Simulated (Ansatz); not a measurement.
# Ga2Ge2O3: the cost of one run

Method: DFT PBE, scalar-relativistic, plane waves, PAW, unless a step names another level, in Ansatz 0.2.0.

4 further runs of the same task are left out: 4 set aside as unsound or not needed.

## (1) What the formula suggests

Pauling electronegativities: Ga 1.81, Ge 2.01, O 3.44 (spread 1.63). The formula balances with common oxidation states: Ge +2, Ga +1, O -2. Tabulated atomic sizes suggest about 14 Å³/atom. 29 candidates were drawn, by swapping species into database cells of other compounds, at random by space group and Wyckoff sites, or by hand, as the table says; time allowed 27 of them to run, and these are listed.

```
name                                           made from  space group no.                       Wyckoff sites  atoms (primitive cell)  V (Å³/atom)
 c01                                              random                2          Ga 2i; Ge 2i; O 1c, 1e, 1f                       7         17.2
 c02                                              random              187      Ga 2g; Ge 1a, 1f; O 1c, 1e, 1b                       7         18.2
 c03                                              random               35              Ga 4e; Ge 4d; O 4c, 2a                       7         16.3
 c04                          database cell of Li2Mg3Si2              160  Ga 3a, 3a; Ge 3a, 3a; O 3a, 3a, 3a                       7         18.0
 c05  built by hand: Ga2O3 slabs with germanene bilayers              164              Ga 2d; Ge 2d; O 2d, 1a                       7         14.3
 c06                                              random               12          Ga 4h; Ge 2d, 2c; O 4f, 2a                       7         16.5
 c07                           database cell of Bi2Pd3S2              166              Ga 6c; Ge 3a, 3b; O 9d                       7         14.4
 c08                            database cell of Mg2H2O3              164              Ga 2d; Ge 2d; O 2d, 1a                       7         12.2
 c09                                              random              156          Ga 1b, 1b; Ge 1a, 1a; O 3d                       7         16.6
 c10                                              random               12              Ga 4i; Ge 4f; O 4i, 2a                       7         14.4
 c11                                              random              123              Ga 2h; Ge 2e; O 2f, 1c                       7         16.1
 c13                           database cell of Rh3Pb2S2              166              Ga 3b, 3a; Ge 6c; O 9d                       7         13.1
 c14                                              random              123          Ga 1d, 1a; Ge 2g; O 2h, 1b                       7         16.6
 c15           built by hand: K2Pb2O3, cations exchanged              199                 Ga 8a; Ge 8a; O 12b                      14         14.0
 c16                                              random              191              Ga 1b, 1a; Ge 2c; O 3f                       7         17.6
 c17                                              random              187          Ga 1a, 1c; Ge 1e, 1d; O 3j                       7         15.4
 c18                                              random              156          Ga 1a, 1a; Ge 1b, 1a; O 3d                       7         16.0
 c20                          database cell of Sr2In3Rh2               12              Ga 4i; Ge 4i; O 2b, 4i                       7         15.3
 c21                built by hand: Rb2Sn2O3 rhombohedral              166              Ga 3b, 3a; Ge 6c; O 9e                       7         14.1
 c22                                              random              191              Ga 2e; Ge 2c; O 2d, 1b                       7         16.6
 c23                built by hand: K2Pb2O3/K2Sn2O3 cubic              199                 Ga 8a; Ge 8a; O 12b                      14         14.0
 c24                                              random              139              Ga 4e; Ge 4d; O 4c, 2b                       7         16.7
 c25                                              random              139              Ga 4d; Ge 4e; O 4c, 2a                       7         14.2
 c26                           database cell of Lu2Cr2C3               12              Ga 4i; Ge 4i; O 4i, 2a                       7         12.0
 c27                                              random               38          Ga 4d; Ge 2b, 2b; O 4e, 2a                       7         16.1
 c28                                              random              187          Ga 2g; Ge 1c, 1b; O 2i, 1e                       7         15.4
 c29                           database cell of Tm2Mo2C3               12              Ga 4i; Ge 4i; O 2c, 4i                       7         12.2
```

## (2) Screening run of c05

input.yaml

```yaml
crystal:
  lattice:
    - [3.3, 0.0, 0.0]
    - [-1.65, 2.85788383, 0.0]
    - [0.0, 0.0, 10.6]
  atoms:
    - { symbol: Ga, position: [0.33333333, 0.66666667, 0.105] }
    - { symbol: Ga, position: [0.66666667, 0.33333333, 0.895] }
    - { symbol: Ge, position: [0.66666667, 0.33333333, 0.405] }
    - { symbol: Ge, position: [0.33333333, 0.66666667, 0.595] }
    - { symbol: O, position: [0.66666667, 0.33333333, 0.19] }
    - { symbol: O, position: [0.33333333, 0.66666667, 0.81] }
    - { symbol: O, position: [0.0, 0.0, 0.0] }
basis:
  ecutwfc: 420
kpoints:
  mp_grid: { grid: [4, 4, 1] }
hamiltonian:
  xc: pbe
scf:
  occupations: { method: gaussian, width: 0.15 }
  lower_state_search: "off"
output:
  forces: true
  stress: true
  eigenvalues: true
relax:
  adjacent_minimum: "off"
  f_tol: 0.08
  max_steps: 16
  cell: { stress_tol: 0.8 }
```

Launch:

```
$ ansatz run input.yaml --threads 1 --pin off --max-ram 2560MiB --backend cpu --events-out ev --progress --plain --runs-dir out
```

**Question.** How long does this run take on 1 thread of AMD EPYC 9R45 (Zen 5), shared host, and how much memory does it need?

About 12 s, with a peak of 0.41 GiB.
